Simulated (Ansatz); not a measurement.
# TaCl+ (quartet): wave-function methods side by side, def2-QZVPP

The task here is to estimate one member of a computed series from the others.

Method: def2-QZVPP, core rule «outside noble gas», up to 9 orbitals frozen; program: Ansatz 0.2.0, Gaussian basis.

The runs, in order: UHF; ROHF; CCSD(T) on UHF.

### The geometry

The geometry is a PBE0/def2-TZVP stationary point (not a proven minimum) of the parent state, kept for this charge and spin. No spin-orbit coupling is included. Elements past krypton take def2 core potentials.

2 atoms, charge 1, spin multiplicity 4.

Atoms are counted from 1 here; the program's logs count them from 0.

Bond lengths: Ta1–Cl2 2.156 Å.

Geometry (Å):

| atom | x (Å) | y (Å) | z (Å) |
| --- | --- | --- | --- |
| Ta1 | 0.00000 | 0.00000 | 0.00000 |
| Cl2 | 0.00000 | 0.00000 | 2.15560 |

The first run:

The input, in.yaml:

```yaml
crystal:
  periodic: [false, false, false]
  atoms:
    - {symbol: Ta, position_ang: [0.000000, 0.000000, 0.000000]}
    - {symbol: Cl, position_ang: [0.000000, 0.000000, 2.155600]}
basis:
  gaussian: {orbitals: "def2-QZVPP.json"}
total_charge: 1
magnetization: {spin_polarized: true, initial_magnetization: 3}
hamiltonian: {xc: hf}
output: {orbitals: {seedname: orbitals}}
```

Command:

```
ansatz run in.yaml --threads 1 --pin off --events-out ev --progress --plain --max-ram 4096MiB --backend cpu
```

Among the steps run: UHF; ROHF; CCSD(T) on UHF.

One table of the session follows, with a row left open; its other results are not shown here.

```
  method  from UCCSD(T) (meV)
    ROHF              +8493.6
     UHF              +8324.0
    UMP2                    ?
   UCCSD               +443.8
UCCSD(T)                    0
```

Q: Estimate the row for UMP2 from the others.

**Answer.** from UCCSD(T) (meV): +935.2. In the column «from UCCSD(T) (meV)» it lies between UCCSD (+443.8) and UHF (+8324.0).

Limits of these values: Warnings: coupled cluster took another determinant than the lowest.
